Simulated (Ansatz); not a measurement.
# BFH₃NSi with the probe HF: a probe moved round a molecule

How does the energy of BFH₃NSi (SMILES F[SiH]1BN1) with the probe HF change over two coordinates at once? A grid of runs gives the map.

Computed with Ansatz 0.2.0. Level: RHF/def2-SVP.

## (1) Where the work starts

SMILES `F[SiH]1BN1`, 7 atoms, charge 0, spin multiplicity 1.

Atoms are counted from 1 here; the program's logs count them from 0.

Bond lengths: F1–Si2 1.644 Å, Si2–B3 1.932 Å, Si2–N4 1.772 Å, Si2–H5 1.497 Å, B3–N4 1.401 Å, B3–H6 1.208 Å, N4–H7 1.027 Å. Angles: F1–Si2–B3 124.3°, F1–Si2–N4 115.5°, F1–Si2–H5 104.7°, B3–Si2–N4 44.2°, B3–Si2–H5 131.0°, N4–Si2–H5 115.3°, Si2–B3–N4 61.9°, Si2–B3–H6 162.0°, N4–B3–H6 136.2°, Si2–N4–B3 74.0°, Si2–N4–H7 150.1°, B3–N4–H7 135.9°.

Coordinates:

```xyz
7
charge 0, multiplicity 1
F    -1.3885   -1.6606   -0.6740
Si   -0.8363   -0.1290   -0.4480
B     0.2209    0.4354    1.0671
N     0.8932    0.0120   -0.0870
H    -1.3000    0.6239   -1.6560
H     0.5371    0.8212    2.1677
H     1.8736   -0.1029   -0.3697
```

This geometry comes from a loose relaxation at PBE in a small basis, which is not shown.

## (4) Setting up the map

The probe is moved over a plane parallel to the molecule's main plane, 5.04 Å above it (x and y are the axes of that plane, centred on the molecule).

- x of the probe's F atom: 21 values from −3.70 to 3.70 Å
- y of the probe's F atom: 17 values from −2.96 to 2.96 Å

Nothing else is relaxed (molecule and probe rigid, the probe upright with F nearest the plane). Energies count from molecule and probe far apart, each relaxed in its own basis (no counterpoise correction). Points are written as (first, second).

The probe HF moves over a plane: parallel to the molecule's main plane, 5.04 Å above it. The molecule is turned into the frame of its main axes, as the inputs below show.

(The set-up runs are not shown.)

## (5) Point (−0.37 Å, −1.11 Å)

File input.yaml:

```yaml
crystal:
  periodic: [false, false, false]
  atoms:
    - { symbol: F, position_ang: [1.786406, 0.012023, -0.299203] }
    - { symbol: Si, position_ang: [0.422644, 0.124099, 0.553057] }
    - { symbol: B, position_ang: [-1.271071, 0.605257, -0.188053] }
    - { symbol: "N", position_ang: [-0.937979, -0.741379, -0.065802] }
    - { symbol: H, position_ang: [0.831971, -0.130078, 1.938763] }
    - { symbol: H, position_ang: [-2.205045, 1.207623, -0.614758] }
    - { symbol: H, position_ang: [-1.383872, -1.60683, -0.301788] }
    - { symbol: F, position_ang: [-0.37, -1.11, 5.04] }
    - { symbol: H, position_ang: [-0.37, -1.11, 5.940583] }
basis:
  gaussian: { orbitals: def2-SVP }
hamiltonian:
  xc: hf
output:
  forces: true
```

On the command line:

```bash
$ ansatz run input.yaml --threads 1 --pin off --max-ram 2560MiB --backend cpu --events-out ev --progress --plain --runs-dir out
```

The session goes on with these runs: the other points that were computed.

**Question.** What will these runs give? Wanted: lowest point; highest computed point; dipole moment; largest force on an atom.

The runs gave:

```
                       quantity                                                                               value
                   lowest point                                                      (0.37 Å, 0.00 Å), −1.79 kJ/mol
         highest computed point                                     (3.70 Å, −1.48 Å), 1.99 kJ/mol above the lowest
              dipole moment (D)  3.228 at (3.70 Å, 2.96 Å) to 3.366 at (0.37 Å, −0.37 Å); 3.363 at the lowest point
largest force on an atom (eV/Å)  0.034 at (−3.70 Å, 2.96 Å) to 0.148 at (0.74 Å, 0.00 Å); 0.146 at the lowest point
        time for the whole task                                                     14 min on 1 thread, shared host
```

The lowest computed point is at (0.37 Å, 0.00 Å), −1.79 kJ/mol from molecule and probe far apart, each relaxed in its own basis (no counterpoise correction). No other kind of well shows on this grid. The highest computed point, (3.70 Å, −1.48 Å), lies 1.99 kJ/mol above the lowest. Near the minimum the curvatures are about 0.0042 and 0.0049 eV/Å² along the soft and the stiff direction. No counterpoise correction was made, so wells between separate parts tend to come out somewhat too deep.
